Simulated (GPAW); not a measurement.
Ta3AsAu2O13:

```xyz
19
Lattice="5.2424 3.0267 4.1427 -5.2424 3.0267 4.1427 0.0000 -6.0534 4.1427" Properties=species:S:1:pos:R:3 pbc="T T T"
Ta   -1.7887    1.0327    4.2854
Ta    0.0000   -2.0655    4.2854
Ta    1.7887    1.0327    4.2854
As    0.0000    0.0000    6.9446
Au    0.0000    0.0000   12.0005
Au    0.0000    0.0000    9.3342
O    -1.3566    0.7832    6.1532
O     0.0000   -1.5665    6.1532
O     1.3566    0.7832    6.1532
O     2.5380   -0.6359    3.6068
O    -0.7183    2.5159    3.6068
O    -1.8197   -1.8800    3.6068
O     1.8197   -1.8800    3.6068
O    -2.5380   -0.6359    3.6068
O     0.7183    2.5159    3.6068
O    -3.3469    1.9323    4.0073
O     0.0000   -3.8647    4.0073
O     3.3469    1.9323    4.0073
O     0.0000    0.0000    3.8329
```

The cell was built by a generator and needn't be a form met in nature.

Base run:

* Program: GPAW 26.7.0
* Functional: AM05
* Potentials or basis: PAW data sets generated in the run's folder for this functional
* Cutoff: 800 eV
* Basis: pw
* k mesh: 3 × 3 × 3
* Occupations: fermi-dirac, width 0.05 eV
* Spin: no spin polarisation

Its results: band gap on the k mesh 1.07 eV, indirect (least direct gap 1.11 eV); pressure -2.0 GPa; largest force 0.507 eV/Å.

Problem. The run is repeated on the same cell with these changes: functional from AM05 to PW91. What comes out?

Solution. Band gap on the k mesh 1.11 eV, indirect (least direct gap 1.15 eV); pressure 0.2 GPa; largest force 0.276 eV/Å.

PW91 binds less tightly than AM05, so the same cell stands under more pressure.

Caveats: spin-orbit coupling is left out, which moves the levels of the heavy elements.

A k mesh can miss the band edges.

Not every run made on this cell is shown here.
